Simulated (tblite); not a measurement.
# C5H12O2Si2: the cost of one run

Computed with tblite 0.8.0 and PySCF 2.14.0, with density-fitted response routines of our own, on a single molecule in the gas phase. Atoms count from 0, in the outputs and in this text.

### 1 The molecule as given

21 atoms, charge 0, multiplicity 1; geometry from: force field or distance geometry start.

Bonds of the start (Å): C0–C1 1.49, C1–C2 1.52, C2–C3 1.30, C3–O4 1.42, O4–C5 1.41, C3–Si6 1.84, Si6–Si7 2.27, Si7–O8 1.73, O8–C2 1.36, C0–H9 1.12, C0–H10 1.11, C0–H11 1.12, C1–H12 1.12, C1–H13 1.08, C5–H14 1.12, C5–H15 1.10, C5–H16 1.13, Si6–H17 1.47, Si6–H18 1.44, Si7–H19 1.46, Si7–H20 1.44.

### 2 Optimising the geometry with GFN2-xTB

What the job is given:

```
{"job": {"kind": "relax", "xc": "GFN2-xTB", "basis": "xTB"}, "charge": 0, "multiplicity": 1}
C      2.471300     0.717700    -0.023400
C      1.496300     0.313800     1.022600
C      0.424600    -0.595500     0.437900
C     -0.824700    -0.231600     0.473600
O     -1.290800     0.966500     1.075400
C     -1.506800     2.140000     0.325700
Si    -2.031500    -1.401200    -0.272700
Si    -0.290600    -2.393600    -1.339700
O      0.783700    -1.770300    -0.142200
H      3.406900     1.011900     0.518900
H      2.781600    -0.104100    -0.699000
H      2.158200     1.630400    -0.599600
H      2.013900    -0.225200     1.860800
H      1.067100     1.199500     1.461000
H     -1.866700     2.944100     1.015800
H     -2.163700     1.991300    -0.539800
H     -0.524800     2.535600    -0.077800
H     -2.637700    -2.324300     0.695600
H     -2.952500    -0.774400    -1.185500
H     -0.108300    -1.785000    -2.655400
H     -0.414400    -3.828800    -1.352800
```

Command:

```console
$ OMP_NUM_THREADS=1 python probes_run.py task.json out
```

One launch serves the whole session: the jobs run in the order shown.

Q: Estimate the wall time and peak memory of this first job on 1 thread of Arm Neoverse N1, shared host.

About 3.9 s, with a peak of 0.18 GiB.
